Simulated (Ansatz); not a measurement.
**doublet [CH9NSi2]+ at 6 levels**

Aim: a comparison of 6 runs (UHF/STO-3G, UB3LYP/6-31G*, UPBE0/cc-pVDZ, USVWN5/cc-pVDZ, UCCSD(T)/cc-pVDZ) of doublet [CH9NSi2]+. 

Program for the calculation: Ansatz 0.2.0.

44 further runs of the same task are left out: 44 set aside as unsound or not needed. Runs told in other sessions of the task aren't counted.

## 1. The structure to begin with

[CH9NSi2]+ has 13 atoms, charge +1, and is taken as a doublet. As SMILES of the parent species, `C[SiH2]N[SiH3]`. Geometry: relaxed at PBE0-D4/def2-TZVP. This is one conformer, not always the lowest. That shape belongs to the parent species and isn't relaxed for this state.

Bond lengths: C1–Si2 1.865 Å, Si2–N3 1.730 Å, N3–Si4 1.724 Å, C1–H5 1.094 Å, C1–H6 1.093 Å, C1–H7 1.093 Å, Si2–H8 1.491 Å, Si2–H9 1.487 Å, N3–H10 1.011 Å, Si4–H11 1.485 Å, Si4–H12 1.489 Å, Si4–H13 1.491 Å. Some angles: C1–Si2–N3 112.8°, Si2–N3–Si4 128.4°, C1–Si2–H8 108.4°, C1–Si2–H9 110.4°, N3–Si2–H8 110.2°, N3–Si2–H9 106.2°, Si2–C1–H5 110.6°, Si2–C1–H6 110.9°, Si2–C1–H7 111.0°, Si2–N3–H10 115.9°.

## 2. The energy at UHF/STO-3G (run 1)

File job.yaml:

```yaml
basis:
  gaussian:
    orbitals: STO-3G
crystal:
  periodic: [false, false, false]
  atoms:
    - symbol: C
      position_ang: [0.548000, 2.005600, -0.681400]
    - symbol: Si
      position_ang: [-0.416900, 0.418300, -0.851600]
    - symbol: "N"
      position_ang: [0.330700, -0.910900, -0.035400]
    - symbol: Si
      position_ang: [-0.254700, -1.802600, 1.318600]
    - symbol: H
      position_ang: [0.048800, 2.818700, -1.215900]
    - symbol: H
      position_ang: [0.644700, 2.292400, 0.368400]
    - symbol: H
      position_ang: [1.553200, 1.899700, -1.098200]
    - symbol: H
      position_ang: [-0.565400, 0.112100, -2.303700]
    - symbol: H
      position_ang: [-1.769200, 0.566800, -0.250900]
    - symbol: H
      position_ang: [1.189600, -1.253400, -0.443100]
    - symbol: H
      position_ang: [-1.238600, -0.954600, 2.037800]
    - symbol: H
      position_ang: [0.874300, -2.146100, 2.226000]
    - symbol: H
      position_ang: [-0.924100, -3.080700, 0.944100]
total_charge: 1
magnetization:
  spin_polarized: true
  initial_magnetization: 1
hamiltonian:
  xc: hf
accuracy: high
output: {orbitals: {seedname: orbitals}}
```

Run with:

```
$ ansatz run job.yaml --threads 1 --pin off --max-ram 2610MiB --events-out events.jsonl --progress --plain --runs-dir runs
```

The log of the run:

```text
Warning: RAYON_NUM_THREADS=1 ignored (pool sized by the plan → 1); use --threads N
Functional definition: HF
  name "HF"
  exchange = exact_x
  correlation = 0
768 factors; integrals over basis functions are off by at most 9.7e-9 eV
mean field evaluation 1: about -18159.8692 eV, gradient 1.2e1 eV
mean field evaluation 2: about -18159.9450 eV, gradient 1.2e1 eV
mean field evaluation 4: about -18162.1924 eV, gradient 3.1e0 eV
mean field evaluation 8: about -18162.4863 eV, gradient 8.1e-2 eV
mean field evaluation 16: about -18162.4842 eV, gradient 2.0e-8 eV
mean field -18162.48424839 eV, -667.4589851544 hartree, gradient 2.0e-8 eV, S^2 0.762833; 0 other end points of the search recorded, 0 dependent functions left out
reference -18162.48424839 eV, -667.4589851544 hartree; 25, 24 occupied and 12, 13 virtual orbitals, 768 factors
Total energy: -18162.48424839 eV, -667.4589851544 hartree
```

Run time: 1 s. Hardware: 1 thread of Intel Xeon Platinum 8259CL at 2.50GHz (Skylake/Cascade Lake), shared host; peak memory 0.12 GiB.

## 3. A single-point energy at UB3LYP/6-31G(d) (spherical functions) (run 2)

File in.yaml:

```yaml
crystal:
  periodic: [false, false, false]
  atoms:
    - {symbol: C, position_ang: [0.548000, 2.005600, -0.681400]}
    - {symbol: Si, position_ang: [-0.416900, 0.418300, -0.851600]}
    - {symbol: N, position_ang: [0.330700, -0.910900, -0.035400]}
    - {symbol: Si, position_ang: [-0.254700, -1.802600, 1.318600]}
    - {symbol: H, position_ang: [0.048800, 2.818700, -1.215900]}
    - {symbol: H, position_ang: [0.644700, 2.292400, 0.368400]}
    - {symbol: H, position_ang: [1.553200, 1.899700, -1.098200]}
    - {symbol: H, position_ang: [-0.565400, 0.112100, -2.303700]}
    - {symbol: H, position_ang: [-1.769200, 0.566800, -0.250900]}
    - {symbol: H, position_ang: [1.189600, -1.253400, -0.443100]}
    - {symbol: H, position_ang: [-1.238600, -0.954600, 2.037800]}
    - {symbol: H, position_ang: [0.874300, -2.146100, 2.226000]}
    - {symbol: H, position_ang: [-0.924100, -3.080700, 0.944100]}
basis:
  gaussian: {orbitals: 6-31G_st_-spherical.json}
total_charge: 1
magnetization: {spin_polarized: true, initial_magnetization: 1}
hamiltonian: {xc: {name: B3LYP}}
accuracy: high
output: {orbitals: {seedname: orbitals}}
```

The basis set 6-31G* is read from a file made from the Basis Set Exchange's data (not shown).

Run with:

```
$ ansatz run in.yaml --threads 1 --pin off --max-ram 2610MiB --events-out events.jsonl --progress --plain --runs-dir runs
```

The log of the run:

```text
Warning: RAYON_NUM_THREADS=1 ignored (pool sized by the plan → 1); use --threads N
Functional definition: B3LYP
  name "B3LYP"
  parameter a0 = 0.2
  parameter ax = 0.72
  parameter ac = 0.81
  exchange = (1 - a0 - ax)*slater_x + ax*b88_x + a0*exact_x
  correlation = (1 - ac)*vwn_rpa_c + ac*lyp_c
2006 factors; integrals over basis functions are off by at most 4.0e-9 eV
mean field evaluation 1: about -18401.3858 eV, gradient 6.3e1 eV
mean field evaluation 2: about -18358.3137 eV, gradient 1.0e2 eV
mean field evaluation 4: about -18419.3130 eV, gradient 1.9e1 eV
mean field evaluation 8: about -18421.0101 eV, gradient 4.8e-1 eV
mean field evaluation 16: about -18421.2498 eV, gradient 1.2e-3 eV
mean field -18421.24975974 eV, -676.9684422989 hartree, gradient 6.4e-8 eV, S^2 0.757067; 0 other end points of the search recorded, 0 dependent functions left out
reference -18421.24980544 eV, -676.9684439784 hartree; 25, 24 occupied and 57, 58 virtual orbitals, 2006 factors
Total energy: -18421.24980544 eV, -676.9684439784 hartree
```

Run time: 18 s. Hardware: 1 thread of Intel Xeon Platinum 8259CL at 2.50GHz (Skylake/Cascade Lake), shared host; peak memory 0.47 GiB.

## 4. A single-point energy at UB3LYP/6-31G(d) (Cartesian functions) (run 3)

Changes to job.yaml since step 2:

```diff
@@ -1,4 +1 @@
-basis:
-  gaussian:
-    orbitals: STO-3G
 crystal:
@@ -10,3 +7,3 @@
       position_ang: [-0.416900, 0.418300, -0.851600]
-    - symbol: "N"
+    - symbol: N
       position_ang: [0.330700, -0.910900, -0.035400]
@@ -32,8 +29,7 @@
       position_ang: [-0.924100, -3.080700, 0.944100]
+basis:
+  gaussian: {orbitals: "6-31G*"}
 total_charge: 1
-magnetization:
-  spin_polarized: true
-  initial_magnetization: 1
-hamiltonian:
-  xc: hf
+magnetization: {spin_polarized: true, initial_magnetization: 1}
+hamiltonian: {xc: {name: B3LYP}}
 accuracy: high
```

Run with:

```
$ ansatz run job.yaml --threads 1 --pin off --max-ram 2610MiB --events-out events.jsonl --progress --plain --runs-dir runs
```

The log of the run (excerpt; [...] marks lines left out):

```text
Warning: RAYON_NUM_THREADS=1 ignored (pool sized by the plan → 1); use --threads N
[... 7 set-up lines as earlier in the session ...]
2054 factors; integrals over basis functions are off by at most 3.9e-9 eV
mean field evaluation 1: about -18401.5391 eV, gradient 6.4e1 eV
mean field evaluation 2: about -18358.3395 eV, gradient 1.0e2 eV
mean field evaluation 4: about -18419.5041 eV, gradient 1.9e1 eV
mean field evaluation 8: about -18421.1832 eV, gradient 5.0e-1 eV
mean field evaluation 16: about -18421.3953 eV, gradient 1.5e-3 eV
mean field -18421.39525249 eV, -676.9737890587 hartree, gradient 7.9e-8 eV, S^2 0.757071; 0 other end points of the search recorded, 0 dependent functions left out
reference -18421.39529819 eV, -676.9737907384 hartree; 25, 24 occupied and 61, 62 virtual orbitals, 2054 factors
Total energy: -18421.39529819 eV, -676.9737907384 hartree
```

Run time: 18 s. Hardware: 1 thread of Intel Xeon Platinum 8259CL at 2.50GHz (Skylake/Cascade Lake), shared host; peak memory 0.49 GiB.

Runs 4 to 5 aren't shown in full; the table further down has their settings and results.

## 5. The energy at UCCSD(T)/cc-pVDZ (run 6)

File molecule.yaml:

```yaml
crystal:
  periodic: [false, false, false]
  atoms:
    - {symbol: C, position_ang: [0.548000, 2.005600, -0.681400]}
    - {symbol: Si, position_ang: [-0.416900, 0.418300, -0.851600]}
    - {symbol: N, position_ang: [0.330700, -0.910900, -0.035400]}
    - {symbol: Si, position_ang: [-0.254700, -1.802600, 1.318600]}
    - {symbol: H, position_ang: [0.048800, 2.818700, -1.215900]}
    - {symbol: H, position_ang: [0.644700, 2.292400, 0.368400]}
    - {symbol: H, position_ang: [1.553200, 1.899700, -1.098200]}
    - {symbol: H, position_ang: [-0.565400, 0.112100, -2.303700]}
    - {symbol: H, position_ang: [-1.769200, 0.566800, -0.250900]}
    - {symbol: H, position_ang: [1.189600, -1.253400, -0.443100]}
    - {symbol: H, position_ang: [-1.238600, -0.954600, 2.037800]}
    - {symbol: H, position_ang: [0.874300, -2.146100, 2.226000]}
    - {symbol: H, position_ang: [-0.924100, -3.080700, 0.944100]}
basis:
  gaussian:
    orbitals: cc-pVDZ
total_charge: 1
magnetization:
  spin_polarized: true
  initial_magnetization: 1
correlation:
  method: ccsd_t
  frozen_orbitals: {C: 1, H: 0, "N": 1, Si: 5}
accuracy: high
scf:
  omitted_lower_state_checks: [cluster_reference, increment]
```

Run with:

```
$ ansatz run molecule.yaml --threads 1 --pin off --max-ram 2610MiB --events-out events.jsonl --progress --plain --runs-dir runs
```

The log of the run:

```text
Warning: RAYON_NUM_THREADS=1 ignored (pool sized by the plan → 1); use --threads N
[... 13 lines left out ...]
12 core orbitals not correlated: weight in the atoms' cores, before any rotation towards them, 1.000 or more for the frozen orbitals, at most 0.000 for the correlated occupied ones
[... 34 lines left out ...]
Total energy: -18387.67048279 eV, -675.7344266318 hartree
Checks for a lower state left out: cluster_reference, increment
```

Wall time 2.5 min (1 thread of Intel Xeon Platinum 8259CL at 2.50GHz (Skylake/Cascade Lake), shared host); peak memory 1.9 GiB.

## 6. Overview of the runs

| run | level | Cartesian functions | frozen core orbitals | energy (Eh) | HOMO energy (eV) | LUMO energy (eV) | ⟨S²⟩ | wall time |
| --- | --- | --- | --- | --- | --- | --- | --- | --- |
| 1 | UHF/STO-3G | no | – | -667.458985 | -15.87 | -2.41 | 0.763 | 1 s |
| 2 | UB3LYP/6-31G* (spherical functions) | no | – | -676.968444 | -13.82 | -11.26 | 0.757 | 18 s |
| 3 | UB3LYP/6-31G* (Cartesian functions) | yes | – | -676.973791 | -13.82 | -11.25 | 0.757 | 18 s |
| 4 | UPBE0/cc-pVDZ | no | – | -676.591604 | -14.02 | -10.98 | 0.759 | 25 s |
| 5 | USVWN5/cc-pVDZ | no | – | -673.750074 | -12.45 | -11.75 | 0.752 | 12 s |
| 6 | UCCSD(T)/cc-pVDZ | no | 12 | -675.734427 | – | – | 0.765 | 2.5 min |

## 7. Outcome

| quantity | value |
| --- | --- |
| run 6: total energy | -675.73443 Eh |
| run 6: correlation energy (12 core orbitals frozen) | -572.9 mEh |
| run 6: (T) correction | -15.06 mEh |
| run 6: ⟨S²⟩ of the reference determinant | 0.765 |
| run 6: T1 diagnostic | 0.031 |

**Reading.** Totals of different functionals can't be ranked against each other. In run 1 the basis is minimal, so the values are rough. All runs together took 3.7 min, the longest 2.5 min.
